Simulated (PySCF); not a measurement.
# [Lu(H2O)]3+: forces at shaken geometries

Aim: move all atoms of relaxed [Lu(H2O)]3+ at random and read energies and forces. The structure is generated, not taken from experiment.

Method: B3LYP, Lu def2-SVP with ECP28, O def2-SVP, H def2-SVP; scalar-relativistic core potentials, no spin–orbit coupling; program: PySCF 2.14.0.

2 further runs of the same task are left out: 2 for a known fault of the program. Runs told in other sessions of the task aren't counted.

### 1 The system as given

4 atoms, charge 3, spin multiplicity 1.

Bond lengths: Lu1–O2 2.080 Å, O2–H3 1.011 Å, O2–H4 1.011 Å. Angles: Lu1–O2–H3 128.9°, Lu1–O2–H4 128.9°, H3–O2–H4 102.3°.

Coordinates:

```
Lu    0.00000    0.00000   -0.02208
O     0.00000    0.00000    2.05756
H     0.78753    0.00000    2.69218
H    -0.78753    0.00000    2.69218
```

Formal oxidation states: Lu +3. An earlier session relaxed this geometry at B3LYP, Lu def2-SVP with ECP28, O def2-SVP, H def2-SVP (singlet, point group C2v).

Its energy there is -1311.217420 Eh.

### 2 Atoms moved at random, σ = 0.15 Å

run.py (the lines that set the calculation) reads:

```python
mol = gto.M(atom='''
Lu     0.15093    -0.01134    -0.04540
O     -0.23278     0.00466     2.07076
H      0.78720    -0.21029     2.62898
H     -0.70535     0.21696     2.76551''',
    basis={'Lu': 'def2-SVP', 'O': 'def2-SVP', 'H': 'def2-SVP'},
    ecp={'Lu': 'def2-SVP'},
    charge=3, spin=0)
mf = dft.RKS(mol, xc='B3LYP')
mf.grids.atom_grid = (50, 194)  # f atoms: unpruned, at least (60, 302)
mf = mf.density_fit()  # fitting sets: Lu def2-universal-JKFIT, O def2-universal-JKFIT, H def2-universal-JKFIT
mf.conv_tol = 1e-08; mf.max_cycle = 55
mf.kernel(dm0)  # dm0: the density of the relaxed state
```

Started as:

```console
OMP_NUM_THREADS=2 python run.py
```

Output:

```text
init E= -1310.97263071718
  HOMO = -1.11692867510379  LUMO = -0.830865954932172  gap/eV = 7.78416
cycle= 1 E= -1311.15932142447  delta_E= -0.187  |g|= 0.223  |ddm|= 0.49
  HOMO = -0.973884257056515  LUMO = -0.807318817120512  gap/eV = 4.53248
cycle= 2 E= -1311.1315766183  delta_E= 0.0277  |g|= 0.45  |ddm|= 0.409
  HOMO = -1.03643818131941  LUMO = -0.800279025497147  gap/eV = 6.42622
cycle= 3 E= -1311.16978929143  delta_E= -0.0382  |g|= 0.0522  |ddm|= 0.267
  HOMO = -1.0372664003341  LUMO = -0.800942888147261  gap/eV = 6.43069
cycle= 4 E= -1311.16995900282  delta_E= -0.00017  |g|= 0.0239  |ddm|= 0.0189
  HOMO = -1.03654186409645  LUMO = -0.800917814074237  gap/eV = 6.41166
cycle= 5 E= -1311.16998245533  delta_E= -2.35e-05  |g|= 0.00494  |ddm|= 0.00713
  HOMO = -1.03704979595676  LUMO = -0.800968512101139  gap/eV = 6.42410
cycle= 6 E= -1311.16998570157  delta_E= -3.25e-06  |g|= 0.00124  |ddm|= 0.00273
  HOMO = -1.03712382192239  LUMO = -0.800964478203583  gap/eV = 6.42622
cycle= 7 E= -1311.16998591465  delta_E= -2.13e-07  |g|= 7.43e-05  |ddm|= 0.000714
  HOMO = -1.03713174561994  LUMO = -0.800950786637123  gap/eV = 6.42681
cycle= 8 E= -1311.16998591665  delta_E= -2e-09  |g|= 4.46e-05  |ddm|= 0.00012
  HOMO = -1.0371204322575  LUMO = -0.800957481880398  gap/eV = 6.42632
Extra cycle  E= -1311.16998591618  delta_E= 4.64e-10  |g|= 0.000103  |ddm|= 6.22e-05
converged SCF energy = -1311.16998591618
```

It took 3.8 s on 2 threads of Arm Neoverse V1, shared host.

Result: E = -1311.169986 Eh (+1.291 eV from the relaxed state), HOMO -28.22 eV, LUMO -21.80 eV, Mulliken charge on Lu1 +2.56 e, largest force component 10.083 eV/Å. 

```csv
atom,Fx,Fy,Fz (eV/Å)
Lu1,-0.828,0.098,0.965
O2,10.083,-3.008,-6.704
H3,-3.435,0.572,-1.251
H4,-5.820,2.338,6.990
```

### 3 Atoms moved at random, σ = 0.1 Å

run.py (the lines that set the calculation), as its differences from that of step 2:

```diff
@@ -1,6 +1,6 @@
 mol = gto.M(atom='''
-Lu     0.15093    -0.01134    -0.04540
-O     -0.23278     0.00466     2.07076
-H      0.78720    -0.21029     2.62898
-H     -0.70535     0.21696     2.76551''',
+Lu    -0.11298    -0.05700    -0.02426
+O      0.18384     0.03551     2.10409
+H      0.84890     0.06801     2.71684
+H     -0.91976    -0.04653     2.62320''',
     basis={'Lu': 'def2-SVP', 'O': 'def2-SVP', 'H': 'def2-SVP'},
```

Started as:

```console
OMP_NUM_THREADS=2 python run.py
```

Output:

```text
init E= -1310.99702774605
  HOMO = -1.0988213954028  LUMO = -0.827937541679121  gap/eV = 7.37113
cycle= 1 E= -1311.16793432596  delta_E= -0.171  |g|= 0.193  |ddm|= 0.34
  HOMO = -0.979057501019348  LUMO = -0.80326756414307  gap/eV = 4.78349
cycle= 2 E= -1311.15025237065  delta_E= 0.0177  |g|= 0.366  |ddm|= 0.338
  HOMO = -1.03205097110728  LUMO = -0.797675020613774  gap/eV = 6.37769
cycle= 3 E= -1311.17543811756  delta_E= -0.0252  |g|= 0.0518  |ddm|= 0.226
  HOMO = -1.03077382253188  LUMO = -0.798418399308665  gap/eV = 6.32271
cycle= 4 E= -1311.17568109506  delta_E= -0.000243  |g|= 0.0259  |ddm|= 0.0225
  HOMO = -1.0298664941495  LUMO = -0.798355790124491  gap/eV = 6.29973
cycle= 5 E= -1311.17570912379  delta_E= -2.8e-05  |g|= 0.00437  |ddm|= 0.00699
  HOMO = -1.03029553128824  LUMO = -0.798416016728798  gap/eV = 6.30976
cycle= 6 E= -1311.17571149553  delta_E= -2.37e-06  |g|= 0.00114  |ddm|= 0.00229
  HOMO = -1.0303904636829  LUMO = -0.798426200771281  gap/eV = 6.31207
cycle= 7 E= -1311.17571167038  delta_E= -1.75e-07  |g|= 7.76e-05  |ddm|= 0.000641
  HOMO = -1.03039709299085  LUMO = -0.79841286823989  gap/eV = 6.31261
cycle= 8 E= -1311.17571167193  delta_E= -1.55e-09  |g|= 4.43e-05  |ddm|= 0.000104
  HOMO = -1.03038844209356  LUMO = -0.798418259184902  gap/eV = 6.31223
Extra cycle  E= -1311.17571167148  delta_E= 4.56e-10  |g|= 0.000105  |ddm|= 5.54e-05
converged SCF energy = -1311.17571167148
```

Wall time 3.7 s (2 threads of Arm Neoverse V1, shared host).

Read off: E = -1311.175712 Eh (+1.135 eV from the relaxed state), HOMO -28.04 eV, LUMO -21.73 eV, Mulliken charge on Lu1 +2.53 e, largest force component 9.144 eV/Å. 

```csv
atom,Fx,Fy,Fz (eV/Å)
Lu1,0.736,0.110,0.954
O2,-9.144,-0.714,-4.626
H3,4.004,0.227,4.246
H4,4.403,0.378,-0.574
```

### 4 Atoms moved at random, σ = 0.03 Å

run.py (the lines that set the calculation), as its differences from that of step 3:

```diff
@@ -1,6 +1,6 @@
 mol = gto.M(atom='''
-Lu    -0.11298    -0.05700    -0.02426
-O      0.18384     0.03551     2.10409
-H      0.84890     0.06801     2.71684
-H     -0.91976    -0.04653     2.62320''',
+Lu    -0.00281    -0.01498    -0.00247
+O     -0.00593    -0.04941     2.02507
+H      0.77893     0.03617     2.73697
+H     -0.77020     0.02823     2.66029''',
     basis={'Lu': 'def2-SVP', 'O': 'def2-SVP', 'H': 'def2-SVP'},
```

Started as:

```console
OMP_NUM_THREADS=2 python run.py
```

Output:

```text
init E= -1311.19436891609
  HOMO = -1.07370103939502  LUMO = -0.797438317327352  gap/eV = 7.51749
cycle= 1 E= -1311.21372965881  delta_E= -0.0194  |g|= 0.0426  |ddm|= 0.141
  HOMO = -1.05474885807094  LUMO = -0.792403515766717  gap/eV = 7.13878
cycle= 2 E= -1311.21346132615  delta_E= 0.000268  |g|= 0.0575  |ddm|= 0.0513
  HOMO = -1.0647415752491  LUMO = -0.792017869602329  gap/eV = 7.42119
cycle= 3 E= -1311.2140302695  delta_E= -0.000569  |g|= 0.01  |ddm|= 0.0355
  HOMO = -1.06319373261192  LUMO = -0.792174987380058  gap/eV = 7.37480
cycle= 4 E= -1311.21404740405  delta_E= -1.71e-05  |g|= 0.00369  |ddm|= 0.0065
  HOMO = -1.06336173420042  LUMO = -0.792157243719724  gap/eV = 7.37985
cycle= 5 E= -1311.21404821151  delta_E= -8.07e-07  |g|= 0.00114  |ddm|= 0.00118
  HOMO = -1.06337552323905  LUMO = -0.792178529278595  gap/eV = 7.37965
cycle= 6 E= -1311.21404827131  delta_E= -5.98e-08  |g|= 0.000316  |ddm|= 0.000409
  HOMO = -1.06337800438849  LUMO = -0.792176523590709  gap/eV = 7.37977
cycle= 7 E= -1311.21404827996  delta_E= -8.65e-09  |g|= 1.9e-05  |ddm|= 0.000131
  HOMO = -1.06337761634996  LUMO = -0.792174539531056  gap/eV = 7.37981
Extra cycle  E= -1311.21404827993  delta_E= 3.02e-11  |g|= 4.14e-05  |ddm|= 2.1e-05
converged SCF energy = -1311.21404827993
```

It took 3.7 s on 2 threads of Arm Neoverse V1, shared host.

Result: E = -1311.214048 Eh (+0.092 eV from the relaxed state), HOMO -28.94 eV, LUMO -21.56 eV, Mulliken charge on Lu1 +2.54 e, largest force component 1.742 eV/Å. 

```csv
atom,Fx,Fy,Fz (eV/Å)
Lu1,0.023,-0.089,-0.826
O2,1.529,0.513,1.742
H3,-0.841,-0.291,-1.159
H4,-0.712,-0.134,0.243
```

### 5 The displacements side by side

| σ (Å) | energy rise (eV) | harmonic estimate −½ F·u (eV) | largest force component (eV/Å) |
| --- | --- | --- | --- |
| 0.15 | 1.291 | 1.048 | 10.08 |
| 0.1 | 1.135 | 1.104 | 9.14 |
| 0.03 | 0.092 | 0.093 | 1.74 |

Every displacement raises the energy. For a harmonic well the rise equals −½ F·u; the two differ by at most 19 % here (a move with σ = 0.15 Å), from anharmonicity, the grid and the small forces left at the relaxed point. The largest moves cost over 1 eV, far outside the harmonic range, so agreement there can come from errors that cancel between squeezed and stretched bonds. These are double-zeta-type bases without diffuse functions. Spin–orbit coupling is left out.
